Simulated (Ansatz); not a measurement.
# C2H6Cl3NSi: the cost of one run

All numbers below are computed with Ansatz 0.2.0 (RKS BHLYP-D4/STO-3G).

## (1) The starting structure

Bond lengths: Si1–N2 1.820 Å, N2–C3 1.470 Å, C3–H4 1.110 Å, C3–H5 1.110 Å, C3–H6 1.110 Å, N2–C7 1.470 Å, C7–H8 1.110 Å, C7–H9 1.110 Å, C7–H10 1.110 Å, Si1–Cl11 2.130 Å, Si1–Cl12 2.128 Å, Si1–Cl13 2.128 Å. Angles (14 of 21 angles, heavy atoms first): Si1–N2–C3 120.0°, Si1–N2–C7 120.0°, C3–N2–C7 120.0°, N2–Si1–Cl11 109.4°, N2–Si1–Cl12 109.5°, N2–Si1–Cl13 109.5°, Cl11–Si1–Cl12 109.5°, Cl11–Si1–Cl13 109.5°, Cl12–Si1–Cl13 109.5°, N2–C3–H4 109.5°, N2–C3–H5 109.5°, N2–C3–H6 109.5°, N2–C7–H8 109.5°, N2–C7–H9 109.5°.

Coordinates:

```xyz
13

Si    0.0000    0.0000    0.0000
N     0.0000    0.0000    1.8200
C    -1.2162   -0.3762    2.5550
H    -1.8642   -0.9999    1.9045
H    -0.9378   -0.9533    3.4614
H    -1.7663    0.5401    2.8549
C     1.2162    0.3762    2.5550
H     1.4641   -0.4163    3.2916
H     2.0585    0.4943    1.8418
H     1.0457    1.3351    3.0874
Cl    2.0086    0.0000   -0.7093
Cl   -1.0032    1.7381   -0.7093
Cl   -1.0032   -1.7381   -0.7093
```

## (2) Preparing the start

input.yaml

```yaml
crystal:
  periodic: [false, false, false]
  atoms:
    - { symbol: Si, position_ang: [0.0, 0.0, 0.0] }
    - { symbol: "N", position_ang: [0.0, 0.0, 1.82] }
    - { symbol: C, position_ang: [-1.2162, -0.3762, 2.555] }
    - { symbol: H, position_ang: [-1.8642, -0.9999, 1.9045] }
    - { symbol: H, position_ang: [-0.9378, -0.9533, 3.4614] }
    - { symbol: H, position_ang: [-1.7663, 0.5401, 2.8549] }
    - { symbol: C, position_ang: [1.2162, 0.3762, 2.555] }
    - { symbol: H, position_ang: [1.4641, -0.4163, 3.2916] }
    - { symbol: H, position_ang: [2.0585, 0.4943, 1.8418] }
    - { symbol: H, position_ang: [1.0457, 1.3351, 3.0874] }
    - { symbol: Cl, position_ang: [2.0086, 0.0, -0.7093] }
    - { symbol: Cl, position_ang: [-1.0032, 1.7381, -0.7093] }
    - { symbol: Cl, position_ang: [-1.0032, -1.7381, -0.7093] }
basis:
  gaussian: { orbitals: STO-3G }
hamiltonian:
  xc: { name: BHLYP }
  dispersion: d4
relax:
  f_tol: 0.02
  max_steps: 40
```

On the command line:

```
> ansatz run input.yaml --threads 1 --pin off --max-ram 2048MiB --backend cpu --events-out ev --progress --plain --runs-dir out
```

**Question.** How long does this run take on 1 thread of Intel Xeon 6975P-C (Granite Rapids), shared host, and how much memory does it need?

About 26 s, with a peak of 0.19 GiB.
